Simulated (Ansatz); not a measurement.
# C: properties at the relaxed cell

An exercise on one series of results from a longer session: the logs are not shown, and one member is left open.

A COD entry behind a cell of this session may itself be a prediction, so a difference from it is no test against experiment.

Computed with Ansatz 0.2.0 (DFT r2SCAN, scalar-relativistic, plane waves, PAW, unless a step's input says otherwise).

### Starting point

Symmetry: P6_3/mmc, No. 194, hexagonal system. Conventional cell: a = 2.514 Å, b = 2.514 Å, c = 16.503 Å, α = 90.00°, β = 90.00°, γ = 120.00°. C (site symmetry 3m) has 4 C at 1.54 Å in its first shell of neighbours. C (site symmetry 3m) is surrounded by 4 C at 1.54 to 1.57 Å.

As a file:

```cif
data_structure
_symmetry_space_group_name_H-M 'P6_3/mmc'
_symmetry_Int_Tables_number 194
_cell_length_a 2.5136
_cell_length_b 2.5136
_cell_length_c 16.5027
_cell_angle_alpha 90.000
_cell_angle_beta 90.000
_cell_angle_gamma 120.000
_cell_volume 90.30
loop_
_atom_site_label
_atom_site_type_symbol
_atom_site_symmetry_multiplicity
_atom_site_Wyckoff_symbol
_atom_site_fract_x
_atom_site_fract_y
_atom_site_fract_z
_atom_site_occupancy
C1 C 4 e 0.00000 0.00000 0.04670 1
C2 C 4 f 0.33333 0.66667 0.07787 1
C3 C 4 f 0.33333 0.66667 0.17120 1
C4 C 4 f 0.33333 0.66667 0.79744 1
```

This cell was relaxed beforehand with the same method: volume 5.64 Å³/atom, gap on the mesh 4.65 eV.

Set-up of the first run:

The input, input.yaml:

```yaml
crystal:
  lattice:
    - [2.4882464397, 0.0, 0.0]
    - [-1.2441232198, 2.1548846276, 0.0]
    - [0.0, 0.0, 16.3359483832]
  atoms:
    - { symbol: C, position: [0.0, 0.0, 0.0467000198] }
    - { symbol: C, position: [0.0, 0.0, 0.5467000198] }
    - { symbol: C, position: [0.0, 0.0, 0.4532999802] }
    - { symbol: C, position: [0.0, 0.0, 0.9532999802] }
    - { symbol: C, position: [0.3333333333, 0.6666666667, 0.0778687203] }
    - { symbol: C, position: [0.6666666667, 0.3333333333, 0.5778687203] }
    - { symbol: C, position: [0.3333333333, 0.6666666667, 0.4221312797] }
    - { symbol: C, position: [0.6666666667, 0.3333333333, 0.9221312797] }
    - { symbol: C, position: [0.3333333333, 0.6666666667, 0.1712019695] }
    - { symbol: C, position: [0.6666666667, 0.3333333333, 0.6712019695] }
    - { symbol: C, position: [0.3333333333, 0.6666666667, 0.3287980305] }
    - { symbol: C, position: [0.6666666667, 0.3333333333, 0.8287980305] }
    - { symbol: C, position: [0.3333333333, 0.6666666667, 0.797436231] }
    - { symbol: C, position: [0.6666666667, 0.3333333333, 0.297436231] }
    - { symbol: C, position: [0.3333333333, 0.6666666667, 0.702563769] }
    - { symbol: C, position: [0.6666666667, 0.3333333333, 0.202563769] }
basis:
  ecutwfc: 500
kpoints:
  mp_grid: { grid: [12, 12, 2] }
hamiltonian:
  xc: r2scan
scf:
  occupations: { method: gaussian, width: 0.02 }
output:
  forces: true
  stress: true
  eigenvalues: true
relax:
  adjacent_minimum: "off"
  f_tol: 0.01
  max_steps: 30
  cell: { stress_tol: 0.1, fix: [volume] }
```

Command:

```console
> ansatz run input.yaml --threads 4 --pin off --max-ram 10240MiB --backend cpu --events-out ev --progress --plain --runs-dir out
```

Among the steps run: Volume × 0.97; The cell scaled to 1.03 of its volume; Volume × 0.94; Point at V/V0 = 1.06; The cell scaled to 0.91 of its volume; The cell scaled to 1.10 of its volume; Volume × 0.88.

One of the session's tables, all rows but one given; the rest of the session is left out.

It belongs to the step «Equation of state». 

| volume (Å³/atom) | energy above the lowest point (meV/atom) | pressure (GPa) | gap on the mesh (eV) |
| --- | --- | --- | --- |
| 4.967 | 139.2 | 72.65 | 4.99 |
| 5.136 | 74.4 | 50.47 | 4.90 |
| 5.305 | 31.5 | 31.23 | 4.81 |
| 5.474 | 7.5 | 14.52 | 4.73 |
| 5.644 | 0.0 | 0.00 | 4.65 |
| 5.813 | 6.8 | -12.62 | 4.57 |
| 5.982 | ? | ? | ? |
| 6.208 | 68.4 | -36.02 | 4.40 |

**Question.** Estimate the row for volume (Å³/atom) = 5.982.

Worked estimate for «energy above the lowest point (meV/atom)». A straight line through the neighbours (5.813, 6.8) and (6.208, 68.4) gives 6.8 + (68.4 − 6.8) × (5.982 − 5.813) / (6.208 − 5.813) = 33.2; a parabola fitted to 3 rows on both sides gives 25.3.

**Answer.** energy above the lowest point (meV/atom): 26.1; pressure (GPa): -23.60; gap on the mesh (eV): 4.50. In «energy above the lowest point (meV/atom)» the line misses by +7.1 and the parabola by -0.8.
